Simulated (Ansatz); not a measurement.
# IF: basis-set convergence

The task here is to estimate one member of a computed series from the others.

The runs use Ansatz 0.2.0, Gaussian basis; one geometry, several basis sets.

Levels to be run: PBE0-D4/def2-SVP; ωB97M-V/def2-SVP; PBE0-D4/def2-QZVPP; ωB97M-V/def2-QZVPP; the functionals' def2-TZVPP values are taken from earlier runs.

## Structure used throughout

An earlier PBE0-D4 in a triple-zeta def2 set relaxation fixed the geometry. I takes the def2 core potential; no spin-orbit term is included.

SMILES `FI`, 2 atoms, charge 0, spin multiplicity 1.

Atoms are counted from 1 here; the program's logs count them from 0.

Bond lengths: F1–I2 1.904 Å.

The first run:

Contents of in.yaml:

```yaml
crystal:
  periodic: [false, false, false]
  atoms:
    - {symbol: F, position_ang: [0.000000, -0.000000, 0.002677]}
    - {symbol: I, position_ang: [-0.000000, 0.000000, 1.907082]}
basis:
  gaussian: {orbitals: def2-SVP}
hamiltonian: {xc: pbe0, dispersion: d4}
output: {orbitals: {seedname: orbitals}}
```

On the command line:

```sh
> ansatz run in.yaml --threads 2 --pin off --events-out ev --progress --plain --max-ram 32768MiB --backend cpu
```

Steps of the session up to this table: PBE0-D4 in def2-SVP; ωB97M-V in def2-SVP; PBE0-D4 in def2-QZVPP; ωB97M-V in def2-QZVPP.

One table of the session follows, with a row left open; its other results are not shown here.

It belongs to the step «Density functionals: the series». 

```
functional       basis  HOMO (eV)  LUMO (eV)
   PBE0-D4    def2-SVP      -7.92      -3.24
   PBE0-D4  def2-TZVPP      -8.07      -3.49
   PBE0-D4  def2-QZVPP      -8.09      -3.51
   ωB97M-V    def2-SVP     -10.11      -0.93
   ωB97M-V  def2-TZVPP          ?          ?
   ωB97M-V  def2-QZVPP     -10.30      -1.33
```

Estimate the missing values for ωB97M-V, def2-TZVPP.

The run gave: HOMO (eV): -10.27; LUMO (eV): -1.28. In the column «HOMO (eV)» it lies between ωB97M-V, def2-QZVPP (-10.30) and ωB97M-V, def2-SVP (-10.11).
